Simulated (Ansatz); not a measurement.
# Ca8CO: the cost of one run

Computed with Ansatz 0.2.0 (DFT PBE, scalar-relativistic, plane waves, PAW, unless a step's input says otherwise).

27 further runs of the same task are left out: 27 set aside as unsound or not needed.

**1. The starting structure**

It takes space group Cm (No. 8, monoclinic). The conventional cell has a = 13.533 Å, b = 7.813 Å, c = 21.148 Å, α = 90.00°, β = 90.00°, γ = 90.00°. Ca (site symmetry m) is surrounded by 9 Ca at 3.75 to 3.91 Å. Ca (site symmetry 1) is surrounded by 9 Ca at 3.75 to 3.91 Å. Ca (site symmetry m) has 9 Ca at 3.75 to 3.91 Å and 1 C at 3.97 Å as nearest neighbours. Ca (site symmetry 1) has 1 C at 2.37 Å as nearest neighbours. Ca (site symmetry m) has 1 C at 3.27 Å and 9 Ca at 3.75 to 3.91 Å and 1 O at 3.87 Å as nearest neighbours. C (site symmetry m) has 1 O at 1.15 Å as nearest neighbours. Around O (site symmetry m) lie 1 C at 1.15 Å.

As a file:

```
CELL_PARAMETERS angstrom
7.81324 0.00000 0.00000
-3.90662 6.76646 0.00000
0.00000 0.00000 21.14775
ATOMIC_POSITIONS crystal
Ca 0.33333 0.16667 0.18915
Ca 0.33333 0.66667 0.18915
Ca 0.83333 0.16667 0.18915
Ca 0.83333 0.66667 0.18915
Ca 0.16667 0.33333 0.33090
Ca 0.16667 0.83333 0.33090
Ca 0.66667 0.33333 0.33090
Ca 0.66667 0.83333 0.33090
C 0.44444 0.05556 0.39142
O 0.44444 0.05556 0.44580
```

This is the geometry of the first run shown, built on a cell relaxed beforehand with the same method.

**2. The scan**

Atoms count from 1 in the order of the input.

CO is moved along a line over the surface and along the normal, above a rigid substrate.

- position of C9 along the long diagonal of the hexagonal surface cell, from above Ca5: 9 values from 0.00 to 6.01 Å, periodic
- height of C9 above the plane of Ca5: 8 values from 0.79 to 4.33 Å

Nothing else is relaxed. Points are written as (first, second).

**3. Point (3.76 Å, 1.28 Å)**

A dipole layer in the vacuum cancels the field that periodic copies would set up if the slab's two faces differ.

input.yaml

```yaml
crystal:
  lattice:
    - [7.8132359319, 0.0, 0.0]
    - [-3.9066179659, 6.7664608028, 0.0]
    - [0.0, 0.0, 21.1477493937]
  atoms:
    - { symbol: Ca, position: [0.3333333333, 0.1666666667, 0.1891454228] }
    - { symbol: Ca, position: [0.3333333333, 0.6666666667, 0.1891454228] }
    - { symbol: Ca, position: [0.8333333333, 0.1666666667, 0.1891454228] }
    - { symbol: Ca, position: [0.8333333333, 0.6666666667, 0.1891454228] }
    - { symbol: Ca, position: [0.1666666667, 0.3333333333, 0.3308980669] }
    - { symbol: Ca, position: [0.1666666667, 0.8333333333, 0.3308980669] }
    - { symbol: Ca, position: [0.6666666667, 0.3333333333, 0.3308980669] }
    - { symbol: Ca, position: [0.6666666667, 0.8333333333, 0.3308980669] }
    - { symbol: C, position: [0.4444444444, 0.0555555556, 0.3914246022] }
    - { symbol: O, position: [0.4444444444, 0.0555555556, 0.4458039112] }
basis:
  ecutwfc: 420
kpoints:
  mp_grid: { grid: [6, 6, 1] }
hamiltonian:
  xc: pbe
scf:
  occupations: { method: gaussian, width: 0.1 }
output:
  forces: true
  eigenvalues: true
efield:
  axis: 3
  dipole_correction: true
  ramp_width: 0.04
```

Launch:

```bash
$ ansatz run input.yaml --threads 4 --pin off --max-ram 12288MiB --backend cpu --events-out ev --progress --plain --runs-dir out
```

**Question.** How long does this run take on 4 threads of AMD EPYC 9B14 (Zen 4), shared host, and how much memory does it need?

About 10 s, with a peak of 1.9 GiB.
